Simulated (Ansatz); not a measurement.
# GeSe (Germanium monoselenide) at revPBE/aug-cc-pVTZ

What is the energy change on altering one bond length of GeSe (Germanium monoselenide) at revPBE/aug-cc-pVTZ? 

The calculation is run with Ansatz 0.2.0.

30 further runs of the same task are left out: 30 set aside as unsound or not needed.

### 1 Starting point

GeSe has 2 atoms, charge 0, and is taken as a singlet. SMILES: `[Ge-]#[Se+]`. The bond length is the measured one.

Bond lengths: Ge1–Se2 2.135 Å.

### 2 A single-point energy at revPBE/aug-cc-pVTZ

molecule.yaml reads:

```yaml
crystal:
  periodic: [false, false, false]
  atoms:
    - {symbol: Ge, position_ang: [0.000000, 0.000000, 0.000000]}
    - {symbol: Se, position_ang: [0.000000, 0.000000, 2.134629]}
basis:
  gaussian: {orbitals: aug-cc-pVTZ}
hamiltonian: {xc: {name: revPBE}}
accuracy: high
output: {orbitals: {seedname: orbitals}}
```

Launch:

```
ansatz run molecule.yaml --threads 1 --pin off --max-ram 3480MiB --events-out events.jsonl --progress --plain --runs-dir runs
```

The log of the run:

```text
Warning: RAYON_NUM_THREADS=1 ignored (pool sized by the plan → 1); use --threads N
Functional definition: revPBE
  name "revPBE"
  parameter kappa = 1.245
  parameter beta = 0.06672455060314922
  exchange = pbe_x(kappa = kappa, mu = beta*pi^2/3)
  correlation = pbe_c(beta = beta)
1490 factors; integrals over basis functions are off by at most 4.0e-9 eV
mean field evaluation 1: about -121859.9552 eV, gradient 2.3e1 eV
mean field evaluation 2: about -121839.6314 eV, gradient 7.7e1 eV
mean field evaluation 4: about -121861.3148 eV, gradient 5.6e0 eV
mean field evaluation 8: about -121861.4178 eV, gradient 4.9e-1 eV
mean field evaluation 16: about -121861.4186 eV, gradient 1.1e-5 eV
mean field -121861.41859258 eV, -4478.3245326409 hartree, gradient 1.9e-8 eV, S^2 0.000000; 0 other end points of the search recorded, 0 dependent functions left out
reference -121861.41859690 eV, -4478.3245327997 hartree; 33, 33 occupied and 85, 85 virtual orbitals, 1490 factors
Total energy: -121861.41859690 eV, -4478.3245327997 hartree
```

It took 9.3 s on 1 thread of Arm Neoverse V2, shared host; peak memory 0.24 GiB.

### 3 The distorted shape, same level

job.yaml reads:

```yaml
basis:
  gaussian:
    orbitals: aug-cc-pVTZ
crystal:
  periodic: [false, false, false]
  atoms:
    - {symbol: Ge, position_ang: [0.000000, 0.000000, -0.320171]}
    - {symbol: Se, position_ang: [0.000000, 0.000000, 2.134629]}
hamiltonian:
  xc: {name: revPBE}
accuracy: high
output:
  orbitals: {seedname: orbitals}
```

Launch:

```
ansatz run job.yaml --threads 1 --pin off --max-ram 3480MiB --events-out events.jsonl --progress --plain --runs-dir runs
```

The log of the run, cut to the lines that bear on the results:

```text
Warning: RAYON_NUM_THREADS=1 ignored (pool sized by the plan → 1); use --threads N
[... 6 set-up lines as earlier in the session ...]
1504 factors; integrals over basis functions are off by at most 4.0e-9 eV
mean field evaluation 1: about -121857.7727 eV, gradient 2.9e1 eV
mean field evaluation 2: about -121784.6793 eV, gradient 1.2e2 eV
mean field evaluation 4: about -121859.8690 eV, gradient 1.6e1 eV
mean field evaluation 8: about -121860.8687 eV, gradient 2.3e-1 eV
mean field evaluation 16: about -121860.8668 eV, gradient 2.5e-5 eV
mean field -121860.86680505 eV, -4478.3042548232 hartree, gradient 3.7e-8 eV, S^2 0.000000; 0 other end points of the search recorded, 0 dependent functions left out
reference -121860.86680953 eV, -4478.3042549880 hartree; 33, 33 occupied and 85, 85 virtual orbitals, 1504 factors
Total energy: -121860.86680953 eV, -4478.3042549880 hartree
```

It took 8.4 s on 1 thread of Arm Neoverse V2, shared host; peak memory 0.24 GiB.

### 4 Outcome

Level: revPBE/aug-cc-pVTZ.

| quantity | value |
| --- | --- |
| first shape: total energy | -4478.32453 Eh |
| first shape: HOMO energy | -6.61 eV |
| first shape: LUMO energy | -3.13 eV |
| first shape: HOMO–LUMO gap | 3.48 eV |
| distorted shape: total energy | -4478.30425 Eh |
| distorted shape: HOMO energy | -6.01 eV |
| distorted shape: LUMO energy | -3.73 eV |
| distorted shape: HOMO–LUMO gap | 2.28 eV |
| energy change with the Ge1–Se2 bond stretched from 2.135 to 2.455 Å | 0.552 eV |

What this shows: With the Ge1–Se2 bond stretched from 2.135 to 2.455 Å the energy rises by 0.55 eV (53.2 kJ/mol). The first shape isn't relaxed at this level, so the change isn't measured from a minimum.
